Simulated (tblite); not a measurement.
# C4H13AlGeO2: the cost of one run

Programs: tblite 0.8.0 and PySCF 2.14.0, with density-fitted response routines of our own. Each step states its level of theory. These are calculated values for one molecule, in the gas phase or a continuum, unless marked as measured. Atoms count from 0, in the outputs and in this text.

**1. The molecule as given**

21 atoms, charge 0, multiplicity 1; geometry from: force field or distance geometry start.

Bonds of the start (Å): Al0–O1 1.81, O1–C2 1.36, C2–C3 1.50, C3–C4 1.51, C4–C5 1.49, C5–O6 1.35, O6–Ge7 1.73, C5–O1 1.39, Al0–H8 1.61, Al0–H9 1.56, Al0–H10 1.60, C2–H11 1.12, C2–H12 1.12, C3–H13 1.10, C3–H14 1.12, C4–H15 1.12, C4–H16 1.08, C5–H17 1.11, Ge7–H18 1.54, Ge7–H19 1.56, Ge7–H20 1.56.

**2. Relaxing the molecule with GFN2-xTB**

The job: settings as JSON, then the geometry in Å.

```
{"job": {"kind": "relax", "xc": "GFN2-xTB", "basis": "xTB"}, "charge": 0, "multiplicity": 1}
Al    -0.105400    -1.469900    -1.571300
O     -0.510500     0.137800    -0.855100
C     -1.801500     0.317900    -0.454200
C     -1.850900     1.000400     0.875100
C     -0.427100     1.465200     1.074800
C      0.340900     0.563700     0.163000
O      0.948300    -0.500000     0.732800
Ge     2.663700    -0.729400     0.630000
H     -0.702400    -1.467900    -3.070900
H      1.415200    -1.817800    -1.659100
H     -0.885600    -2.637500    -0.809700
H     -2.310500     0.963800    -1.216600
H     -2.376100    -0.639700    -0.344500
H     -2.533100     1.859900     0.804700
H     -2.150500     0.314900     1.703700
H     -0.385800     2.496500     0.628200
H     -0.086600     1.561000     2.094100
H      1.122600     1.177800    -0.332200
H      3.451900    -0.582300     1.944700
H      3.232900     0.189000    -0.494800
H      2.941700    -2.186400     0.156900
```

The run is started by

```bash
$ OMP_NUM_THREADS=1 python probes_run.py task.json out
```

The driver reads the jobs from task.json and runs them one after another.

**Question.** How long does this first job take on 1 thread of Arm Neoverse V1, shared host, and how much memory does it need?

About 1.6 s, with a peak of 0.18 GiB.
